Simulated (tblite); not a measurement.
# C6H10BNS: the cost of one run

The runs use tblite 0.8.0 and PySCF 2.14.0, with density-fitted response routines of our own; the level of theory stands in each step. All values are computed, except where a source is named. Atoms are numbered from 0 throughout.

### 1 Starting geometry

19 atoms, charge 0, multiplicity 1; geometry from: force field or distance geometry start.

Bonds of the start (Å): C0–N1 1.44, N1–C2 1.43, N1–B3 1.50, B3–C4 1.56, C4–C5 1.36, C5–C6 1.34, C6–C7 1.37, C7–S8 1.78, S8–C4 1.84, C0–H9 1.11, C0–H10 1.11, C0–H11 1.12, C2–H12 1.08, C2–H13 1.12, C2–H14 1.11, B3–H15 1.20, C5–H16 1.13, C6–H17 1.12, C7–H18 1.07.

### 2 Relaxing the molecule with GFN2-xTB

The job: settings as JSON, then the geometry in Å.

```
{"job": {"kind": "relax", "xc": "GFN2-xTB", "basis": "xTB"}, "charge": 0, "multiplicity": 1}
C     -2.805000    -0.778600     0.299700
N     -1.546600    -0.085800     0.317200
C     -1.628100     1.275200    -0.126500
B     -0.427100    -0.865000    -0.312100
C      1.043300    -0.625500     0.145600
C      1.836400     0.424700    -0.182800
C      3.093800     0.507800     0.272800
C      3.611800    -0.464200     1.081300
S      2.223900    -1.574300     1.191000
H     -3.418800    -0.453100     1.160600
H     -3.399000    -0.579100    -0.620700
H     -2.636400    -1.879000     0.362600
H     -1.081700     1.491800    -1.032400
H     -2.699600     1.574200    -0.277500
H     -1.246900     1.939000     0.675300
H     -0.696200    -1.998100    -0.610700
H      1.419100     1.240400    -0.842800
H      3.754000     1.374400     0.009900
H      4.593500    -0.515500     1.512200
```

Command:

```
OMP_NUM_THREADS=1 python probes_run.py task.json out
```

This one command runs all jobs of the session in turn.

**Question.** How long does this first job take on 1 thread of Arm Neoverse N1, shared host, and how much memory does it need?

About 1.9 s, with a peak of 0.18 GiB.
